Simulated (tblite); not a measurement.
# C8H9B: the cost of one run

Programs: tblite 0.8.0 and PySCF 2.14.0, with density-fitted response routines of our own. Each step states its level of theory. These are calculated values for one molecule in the gas phase, unless marked as measured. Atoms are numbered from 0 throughout.

### Step 1. Starting geometry

18 atoms, charge 0, multiplicity 1; geometry from: force field or distance geometry start.

Bonds of the start (Å): B0–C1 1.59, C1–C2 1.46, C2–C3 1.22, C3–C4 1.45, C4–C5 1.33, C5–C6 1.48, C5–C7 1.43, C7–C8 1.22, B0–H9 1.18, B0–H10 1.15, C1–H11 1.12, C1–H12 1.11, C4–H13 1.09, C6–H14 1.12, C6–H15 1.11, C6–H16 1.11, C8–H17 1.06.

### Step 2. Geometry optimisation with GFN2-xTB

Job settings and geometry (Å):

```
{"job": {"kind": "relax", "xc": "GFN2-xTB", "basis": "xTB"}, "charge": 0, "multiplicity": 1}
B      3.950400     0.352300     0.277100
C      2.842800    -0.703900    -0.161100
C      1.534000    -0.078300    -0.013700
C      0.441700     0.459400     0.079400
C     -0.861000     1.084100     0.204800
C     -1.964400     0.347200     0.134800
C     -3.309900     0.947800     0.240000
C     -1.857700    -1.072100    -0.031100
C     -1.765800    -2.277900    -0.163300
H      3.894800     1.442200    -0.177700
H      4.778800     0.022900     1.010000
H      3.054300    -0.972900    -1.226800
H      2.915900    -1.649700     0.407000
H     -0.909800     2.164800     0.325300
H     -4.047900     0.110100     0.221300
H     -3.545600     1.583300    -0.636400
H     -3.458800     1.580900     1.139800
H     -1.700400    -3.333800    -0.265500
```

Launch:

```
> OMP_NUM_THREADS=1 python probes_run.py task.json out
```

This one command runs all jobs of the session in turn.

**Question.** How long does this first job take on 1 thread of Intel Xeon at 2.50GHz, shared host, and how much memory does it need?

About 3.2 s, with a peak of 0.18 GiB.
